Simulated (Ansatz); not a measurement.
**CH₆AlNSi: basis-set convergence**

How large a basis does CH₆AlNSi need? Two functionals are run in growing sets.

Computed with Ansatz 0.2.0, Gaussian basis. Level: one geometry, several basis sets.

The runs, in order: PBE0-D4/def2-SVP; ωB97M-V/def2-SVP; PBE0-D4/def2-QZVPP; ωB97M-V/def2-QZVPP; the functionals' def2-TZVPP values are taken from earlier runs.

**1. The geometry**

The geometry comes from an earlier relaxation with PBE0-D4 in a triple-zeta def2 set; it is a stationary point, not always the lowest conformer.

SMILES `[AlH2][N]1C[SiH2]1`, 10 atoms, charge 0, spin multiplicity 1.

Atoms are counted from 1 here; the program's logs count them from 0.

Bond lengths: Al1–N2 1.764 Å, Al1–H5 1.584 Å, Al1–H6 1.585 Å, N2–C3 1.493 Å, N2–Si4 1.711 Å, C3–Si4 1.826 Å, C3–H7 1.089 Å, C3–H8 1.089 Å, Si4–H9 1.480 Å, Si4–H10 1.480 Å. Angles: N2–Al1–H5 117.0°, N2–Al1–H6 119.1°, H5–Al1–H6 123.9°, Al1–N2–C3 137.4°, Al1–N2–Si4 153.5°, C3–N2–Si4 69.1°, N2–C3–Si4 61.1°, N2–C3–H7 115.6°, N2–C3–H8 115.6°, Si4–C3–H7 120.8°, Si4–C3–H8 120.8°, H7–C3–H8 112.8°, N2–Si4–C3 49.8°, N2–Si4–H9 118.8°, N2–Si4–H10 118.8°, C3–Si4–H9 121.4°, C3–Si4–H10 121.4°, H9–Si4–H10 112.7°.

**2. PBE0-D4 in def2-SVP**

File in.yaml:

```yaml
crystal:
  periodic: [false, false, false]
  atoms:
    - {symbol: Al, position_ang: [-0.211763, 1.961451, 0.163836]}
    - {symbol: N, position_ang: [-0.004050, 0.219859, -0.027365]}
    - {symbol: C, position_ang: [-0.123911, -1.001756, 0.822939]}
    - {symbol: Si, position_ang: [0.364006, -1.188254, -0.927243]}
    - {symbol: H, position_ang: [0.051352, 2.862236, -1.111772]}
    - {symbol: H, position_ang: [-0.644219, 2.535351, 1.576132]}
    - {symbol: H, position_ang: [0.612861, -1.094755, 1.619329]}
    - {symbol: H, position_ang: [-1.132434, -1.250664, 1.149492]}
    - {symbol: H, position_ang: [-0.599562, -1.653236, -1.950365]}
    - {symbol: H, position_ang: [1.770820, -1.441533, -1.312183]}
basis:
  gaussian: {orbitals: def2-SVP}
hamiltonian: {xc: pbe0, dispersion: d4}
output: {orbitals: {seedname: orbitals}}
```

The runs that follow: ωB97M-V in def2-SVP; PBE0-D4 in def2-QZVPP; ωB97M-V in def2-QZVPP.

Q: Predict the results of all the runs planned. Wanted: PBE0-D4: double and triple zeta above quadruple; ωB97M-V: double and triple zeta above quadruple.

The runs gave:

| quantity | value |
| --- | --- |
| PBE0-D4: double and triple zeta above quadruple | 8.77, 0.64 eV |
| ωB97M-V: double and triple zeta above quadruple | 8.87, 0.60 eV |

What this shows: For PBE0-D4 the step from double to triple zeta gains 8.13 eV and the next only 0.64 eV. Total energies overstate the basis error of differences, where much of it tends to cancel. The LUMO of ωB97M-V is positive and keeps falling with the basis (0.93 to 0.40 eV): an unbound level that the basis holds in place.
